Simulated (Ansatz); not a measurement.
**C2H3FGe (SMILES C#[C][GeH2][F]) at r2SCAN0/cc-pVDZ**

What is the electronic atomisation energy of C2H3FGe at r2SCAN0/cc-pVDZ? 

The calculation is run with Ansatz 0.2.0.

63 further runs of the same task are left out: 63 set aside as unsound or not needed. Runs told in other sessions of the task aren't counted.

## Step 1: The molecule

C2H3FGe: 7 atoms, total charge 0, spin state singlet. SMILES: `C#[C][GeH2][F]`. The coordinates come from a PBE0-D4/def2-TZVP relaxation.

Bond lengths: C1–C2 1.205 Å, C2–Ge3 1.891 Å, Ge3–F4 1.737 Å, C1–H5 1.066 Å, Ge3–H6 1.530 Å, Ge3–H7 1.530 Å. Angles: C1–C2–Ge3 178.5°, C2–Ge3–F4 106.8°, C2–C1–H5 179.5°, C2–Ge3–H6 111.0°, C2–Ge3–H7 111.0°, F4–Ge3–H6 106.5°, F4–Ge3–H7 106.5°, H6–Ge3–H7 114.4°.

## Step 2: The energy at r2SCAN0/cc-pVDZ

File job.yaml:

```yaml
crystal:
  periodic: [false, false, false]
  atoms:
    - {symbol: C, position_ang: [1.589600, -1.011400, 0.749400]}
    - {symbol: C, position_ang: [0.653200, -0.399300, 0.302800]}
    - {symbol: Ge, position_ang: [-0.795200, 0.603200, -0.384600]}
    - {symbol: F, position_ang: [-1.928600, -0.538300, -1.040400]}
    - {symbol: H, position_ang: [2.414700, -1.560800, 1.142300]}
    - {symbol: H, position_ang: [-1.525800, 1.349500, 0.733200]}
    - {symbol: H, position_ang: [-0.346600, 1.489200, -1.548300]}
basis:
  gaussian: {orbitals: cc-pVDZ}
hamiltonian: {xc: {name: r2SCAN0}}
accuracy: high
output: {orbitals: {seedname: orbitals}}
```

On the command line:

```
ansatz run job.yaml --threads 1 --pin off --max-ram 2610MiB --events-out events.jsonl --progress --plain --runs-dir runs
```

Log:

```text
Warning: RAYON_NUM_THREADS=1 ignored (pool sized by the plan → 1); use --threads N
Functional definition: r2SCAN0
  name "r2SCAN0"
  parameter a = 0.25
  parameter k0 = 0.174
  parameter k1 = 0.065
  parameter a1 = 4.9479
  exchange = (1 - a)*r2scan_x(k0 = k0, k1 = k1, a1 = a1) + a*exact_x
  correlation = r2scan_c
1814 factors; integrals over basis functions are off by at most 4.7e-9 eV
mean field evaluation 1: about -61348.0949 eV, gradient 4.2e1 eV
mean field evaluation 2: about -61346.8430 eV, gradient 5.1e1 eV
mean field evaluation 4: about -61351.9840 eV, gradient 2.3e0 eV
mean field evaluation 8: about -61352.1410 eV, gradient 2.0e-1 eV
mean field evaluation 16: about -61352.1411 eV, gradient 2.7e-5 eV
mean field -61352.14108441 eV, -2254.6495988772 hartree, gradient 4.1e-8 eV, S^2 0.000000; 0 other end points of the search recorded, 0 dependent functions left out
reference -61352.14108499 eV, -2254.6495988986 hartree; 28, 28 occupied and 56, 56 virtual orbitals, 1814 factors
Total energy: -61352.14108499 eV, -2254.6495988986 hartree
```

Run time: 4.8 s. Hardware: 1 thread of AMD EPYC 9R45 (Zen 5), shared host; peak memory 0.34 GiB.

## Step 3: The C atom, same level

File molecule.yaml:

```yaml
crystal:
  periodic: [false, false, false]
  atoms:
    - {symbol: C, position_ang: [0.000000, 0.000000, 0.000000]}
basis:
  gaussian: {orbitals: cc-pVDZ}
magnetization: {spin_polarized: true, initial_magnetization: 2}
accuracy: high
hamiltonian: {xc: {name: r2SCAN0}}
```

Run the same way, it converges to -37.82786 Eh (log not shown).

## Step 4: The F atom

File input.yaml:

```yaml
crystal:
  periodic: [false, false, false]
  atoms:
    - {symbol: F, position_ang: [0.000000, 0.000000, 0.000000]}
basis:
  gaussian:
    orbitals: cc-pVDZ
magnetization:
  spin_polarized: true
  initial_magnetization: 1
hamiltonian:
  xc: {name: r2SCAN0}
accuracy: high
```

Run the same way, it converges to -99.68145 Eh (log not shown).

## Step 5: The Ge atom, same level

File input.yaml:

```yaml
crystal:
  periodic: [false, false, false]
  atoms:
    - {symbol: Ge, position_ang: [0.000000, 0.000000, 0.000000]}
basis:
  gaussian: {orbitals: cc-pVDZ}
magnetization: {spin_polarized: true, initial_magnetization: 2}
hamiltonian: {xc: {name: r2SCAN0}}
accuracy: high
```

Run the same way, it converges to -2076.85877 Eh (log not shown).

## Step 6: The H atom

File job.yaml:

```yaml
crystal:
  periodic: [false, false, false]
  atoms:
    - {symbol: H, position_ang: [0.000000, 0.000000, 0.000000]}
basis:
  gaussian: {orbitals: cc-pVDZ}
total_charge: 0
magnetization: {spin_polarized: true, initial_magnetization: 1}
hamiltonian: {xc: {name: r2SCAN0}}
accuracy: high
```

Run the same way, it converges to -0.49923 Eh (log not shown).

## Step 7: Summary of results

At r2SCAN0/cc-pVDZ:

| quantity | value |
| --- | --- |
| molecule: total energy | -2254.64960 Eh |
| molecule: HOMO energy | -8.63 eV |
| molecule: LUMO energy | -0.47 eV |
| molecule: HOMO–LUMO gap | 8.16 eV |
| C atom: total energy | -37.82786 Eh |
| C atom: ⟨S²⟩ | 2.005 |
| F atom: total energy | -99.68145 Eh |
| F atom: ⟨S²⟩ | 0.751 |
| Ge atom: total energy | -2076.85877 Eh |
| Ge atom: ⟨S²⟩ | 2.005 |
| H atom: total energy | -0.49923 Eh |
| H atom: ⟨S²⟩ | 0.750 |
| electronic atomisation energy | 26.014 eV |

In words: Taking the molecule apart into free atoms costs 26.01 eV (2510 kJ/mol), before zero-point energy and without spin-orbit coupling.
